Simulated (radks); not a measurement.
**Fractional charge and spin in the 5s shell of terbium**

The task here is to estimate one member of a computed series from the others.

The numbers are computed with radks (a radial shooting solver on a logarithmic mesh, Libxc functionals) version 1 (scalar-relativistic Kohn-Sham, r2SCAN, spin-polarised, spherical densities, finite nucleus), except any that are marked as measured or tabulated.

**The atom as given**

| Quantity | Value |
| --- | --- |
| element | terbium (Z = 65) |
| configuration | [Kr] 4d10 4f(up 4.5, down 4.5) 5p6 5s(up 1, down 1) |
| nuclear rms radius | 5.06 fm |

A shell typed twice in an input gives spin up, then spin down.

Set-up of the first run:

Settings of this run:

```text
Z 65
configuration [Kr] 4d10 4f4.5 4f4.5 5p6 5s1 5s1
relativity scalar-relativistic
functional r2scan,r2scan
spin polarised
nucleus finite rms 5.06 fm
c 137.035999084
```

Among the steps run: 5s: up 1, down 1.

One of the session's tables, all rows but one given; the rest of the session is left out.

It belongs to the step «5s: up 1, down 1». From the orbitals of this run (lengths in bohr):

```
level     <r>  outermost maximum (interpolated)  90 % within  nodes
   3p  0.2378                             0.216        0.356      1
   3d  0.2165                             0.177        0.337      0
   4s  0.5418                             0.505        0.778      3
   4p       ?                                 ?            ?      ?
   4d  0.6243                             0.547        0.938      1
   5s   1.330                              1.19         1.92      4
   5p   1.556                              1.35         2.28      3
   4f  0.8905                             0.556         1.56      0
```

Estimate the missing values for 4p.

**Answer.** <r>: 0.5737; outermost maximum (interpolated): 0.527; 90 % within: 0.834; nodes: 2. In the column «<r>» it lies between 4s (0.5418) and 4d (0.6243).
